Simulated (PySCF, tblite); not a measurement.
**C3H15N2PSi2: geometry, infrared bands and NMR shifts**

What infrared bands and NMR shifts should C3H15N2PSi2 (`CN[Si@@H](P)[SiH2]N(C)C`) show?

Computed with tblite 0.8.0 and PySCF 2.14.0, with density-fitted response routines of our own, on a single molecule in the gas phase. Atoms count from 0, in the outputs and in this text.

**1. Starting geometry**

23 atoms, charge 0, multiplicity 1; geometry from: force field or distance geometry start.

Bonds of the start (Å): C0–N1 1.47, N1–Si2 1.72, Si2–P3 2.24, Si2–Si4 2.36, Si4–N5 1.75, N5–C6 1.46, N5–C7 1.46, C0–H8 1.09, C0–H9 1.10, C0–H10 1.09, N1–H11 1.01, Si2–H12 1.48, P3–H13 1.42, P3–H14 1.41, Si4–H15 1.48, Si4–H16 1.48, C6–H17 1.10, C6–H18 1.10, C6–H19 1.09, C7–H20 1.10, C7–H21 1.10, C7–H22 1.10.

**2. Optimising the geometry with GFN2-xTB**

The job: settings as JSON, then the geometry in Å.

```
{"job": {"kind": "relax", "xc": "GFN2-xTB", "basis": "xTB"}, "charge": 0, "multiplicity": 1}
C      2.802000    -0.806000    -1.003200
N      2.051500     0.451900    -0.909800
Si     1.400100     1.060800     0.555500
P      0.746000     3.124100    -0.008200
Si    -0.413900    -0.207500     1.376200
N     -1.477500    -0.757600     0.101800
C     -2.234100    -1.998900     0.279700
C     -2.307700     0.200100    -0.631900
H      3.666300    -0.815900    -0.332800
H      2.155400    -1.667400    -0.767500
H      3.164200    -0.927100    -2.025900
H      1.316500     0.443000    -1.603900
H      2.476800     1.171000     1.560300
H      0.651200     3.630900     1.310600
H      2.035900     3.645400    -0.238800
H      0.107000    -1.423400     2.050600
H     -1.235400     0.567500     2.338100
H     -3.068800    -1.873400     0.984200
H     -1.596400    -2.806600     0.667000
H     -2.634200    -2.358700    -0.664500
H     -2.729200    -0.255700    -1.539300
H     -3.148800     0.559700    -0.021300
H     -1.731500     1.070900    -0.962800
```

On the command line:

```sh
OMP_NUM_THREADS=1 python probes_run.py task.json out
```

One launch serves the whole session: the jobs run in the order shown.

**Question.** This job is followed by: GFN2-xTB harmonic vibrations, gas phase; GIAO PBE0/pcSseg-1 NMR shielding, non-relativistic, gas phase. Predict these results of the whole session: strongest single infrared mode (GFN2-xTB); zero-point energy (GFN2-xTB); 13C shifts against TMS (PBE0/pcSseg-1, means over atoms taken as alike); 1H shifts against TMS (PBE0/pcSseg-1, means over atoms taken as alike); 15N shifts against NH3 (PBE0/pcSseg-1); 29Si shifts against TMS (PBE0/pcSseg-1); 31P shifts against H3PO4 (PBE0/pcSseg-1); surface potential, 1st and 99th percentile.

The runs gave:

```
                                                               quantity                                          value
                              strongest single infrared mode (GFN2-xTB)                          2076 cm⁻¹, 381 km/mol
                                           zero-point energy (GFN2-xTB)                                 111.0 kcal/mol
13C shifts against TMS (PBE0/pcSseg-1, means over atoms taken as alike)                                 44.4, 33.6 ppm
 1H shifts against TMS (PBE0/pcSseg-1, means over atoms taken as alike)  5.43, 5.01, 4.71, 2.81, 2.60, 1.35, -0.31 ppm
                                 15N shifts against NH3 (PBE0/pcSseg-1)                                  13.8, 8.7 ppm
                                29Si shifts against TMS (PBE0/pcSseg-1)                               -34.2, -47.3 ppm
                               31P shifts against H3PO4 (PBE0/pcSseg-1)                                     -298.9 ppm
                                  surface potential, 1st and 99th percentile                             -1.04 V and 1.13 V
```

Over 128 steps the energy fell by 0.353 eV; of the close pairs, P3–H13 changed most, 1.416 to 1.380 Å. All 63 modes are real, so the xTB geometry is a minimum. The strongest single mode, at 2076 cm⁻¹, moves mainly H12. Unscaled tight-binding wavenumbers are off by several per cent, some by more. Its intensities can rank the bands wrongly. At PBE0/pcSseg-1: The largest span, 172 ppm, is at Si4, where the paramagnetic term is -487 ppm.
